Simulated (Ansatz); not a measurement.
# Cu (Cu (100), 1 layers): how the settings move a single-point run

How sensitive is a single-point run of Cu (Cu (100), 1 layers) to its settings? A reference run comes first, then one run with altered input.

Method: reference: DFT, PBE, PAW with Ansatz's default frozen-core files, scalar-relativistic, in Ansatz 0.2.0.

## Step 1: The system as given

Symmetry: P4/mmm, No. 123, tetragonal system. The conventional cell has a = 2.567 Å, b = 2.567 Å, c = 16.000 Å, α = 90.00°, β = 90.00°, γ = 90.00°. Cu (site symmetry 4/mmm) has 4 Cu at 2.57 Å as nearest neighbours.

Structure file:

```xyz
1
Lattice="2.5665 0.0000 0.0000 0.0000 2.5665 0.0000 0.0000 0.0000 16.0000" Properties=species:S:1:pos:R:3 pbc="T T T"
Cu    0.0000    0.0000    8.0000
```

## Step 2: Baseline

input.yaml

```yaml
crystal:
  lattice:
    - [2.5665139637, 0.0, 0.0]
    - [0.0, 2.5665139637, 0.0]
    - [0.0, 0.0, 16.0]
  atoms:
    - { symbol: Cu, position: [0.0, 0.0, 0.5] }
kpoints:
  mp_grid: { grid: [14, 14, 1] }
scf:
  occupations: { method: fermi_dirac, width: 0.1 }
hamiltonian:
  xc: pbe
  pseudopotentials: { kind: paw }
output:
  forces: true
  stress: true
  eigenvalues: true
efield:
  axis: 3
  amplitude: 0.3
  dipole_correction: true
```

Run with:

```sh
$ ansatz run input.yaml --threads 1 --pin off --max-ram 3584MiB --backend cpu --events-out ev --progress --plain --runs-dir out
```

## Step 3: Changed: mp_grid.shift [0.5, 0.5, 0.0], scf.algorithm density_mixing

Changes to input.yaml since step 2:

```diff
@@ -8,5 +8,6 @@
 kpoints:
-  mp_grid: { grid: [14, 14, 1] }
+  mp_grid: { grid: [14, 14, 1], shift: [0.5, 0.5, 0.0] }
 scf:
   occupations: { method: fermi_dirac, width: 0.1 }
+  algorithm: density_mixing
 hamiltonian:
@@ -18,2 +19,6 @@
   eigenvalues: true
+  write_density: true
+  write_potential: true
+  elf: true
+  volumetric_format: npy
 efield:
```

**Question.** What will these runs give? Wanted: for each run, ending; energy change; gap; force.

**Answer**, as computed:

| run | ending | energy change | gap (eV) | force (eV/Å) | cycles | time |
| --- | --- | --- | --- | --- | --- | --- |
| reference | converged | 0 | 0.00 | 0.00 | 8 | 3.1 s |
| 1: mp_grid.shift [0.5, 0.5, 0.0], scf.algorithm density_mixing | converged | +6.7 meV/atom | 0.00 | 0.00 | 9 | 2.8 s |

Times don't compare one to one where runs were asked for different outputs or read a saved state (see the inputs); cycles may leave out searches for a lower state.

Residual by cycle in the longest SCF loop of each run; runs are numbered as in the table. The quantity is the density residual dr2, in eV.

```
cycle  reference    run 1
    1       2.61     2.63
    2        4.1     5.42
    3      0.503    0.155
    4    0.00183  0.00471
    5    0.00153  0.00183
    6     3.2e-5   6.9e-4
    7     1.7e-6   3.6e-5
    8     1.7e-8   2.2e-7
    9          -   1.4e-9
```

**Reading.** Changing the k-point mesh and solver moves the energy by +6.7 meV/atom. Sampling errors of the energy have no fixed sign. Of the settings changed, the mesh is the one that moves energies this far.
